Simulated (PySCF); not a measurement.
# C4H8AlN: the cost of one run

Programs: PySCF 2.14.0, with density-fitted response routines of our own. Each step states its level of theory. These are calculated values for one molecule in the gas phase, unless marked as measured. Atoms count from 0, in the outputs and in this text.

### 1 The starting structure

14 atoms, charge 0, multiplicity 1; geometry from: GFN2-xTB. The atoms were then displaced at random by about 0.01 Å, so the start is not that level's minimum.

Bonds of the start (Å): C0–N1 1.15, N1–Al2 2.04, Al2–C3 2.08, C3–C4 1.51, C4–C5 1.56, C5–C0 1.43, Al2–H6 1.53, Al2–H7 1.56, C3–H8 1.12, C3–H9 1.09, C4–H10 1.08, C4–H11 1.10, C5–H12 1.07, C5–H13 1.10.

### 2 Geometry optimisation at PBE0-D3(BJ)/def2-SVP

What the job is given:

```
{"job": {"xc": "PBE0", "basis": "def2-SVP", "d3": "d3bj", "grid": 1, "shake": 0.01, "kind": "geom"}, "charge": 0, "multiplicity": 1}
C     -0.312080     0.447530     2.189960
N     -0.885220    -0.289390     2.859010
Al    -1.566320    -1.643470     1.487320
C     -0.730870    -0.732530    -0.182870
C      0.500930     0.107250     0.029840
C      0.295510     1.195690     1.134270
H     -3.054270    -1.430090     1.760420
H     -0.808910    -2.912570     2.002010
H     -1.531860    -0.078400    -0.619720
H     -0.522450    -1.456800    -0.965730
H      0.801770     0.626170    -0.866730
H      1.329410    -0.537870     0.356950
H      1.216140     1.647390     1.441390
H     -0.389180     1.979970     0.791640
```

On the command line:

```bash
OMP_NUM_THREADS=1 python probes_run.py task.json out
```

The driver reads the jobs from task.json and runs them one after another.

**Question.** How long does this first job take on 1 thread of Arm Neoverse V1, shared host, and how much memory does it need?

About 68 s, with a peak of 0.52 GiB.
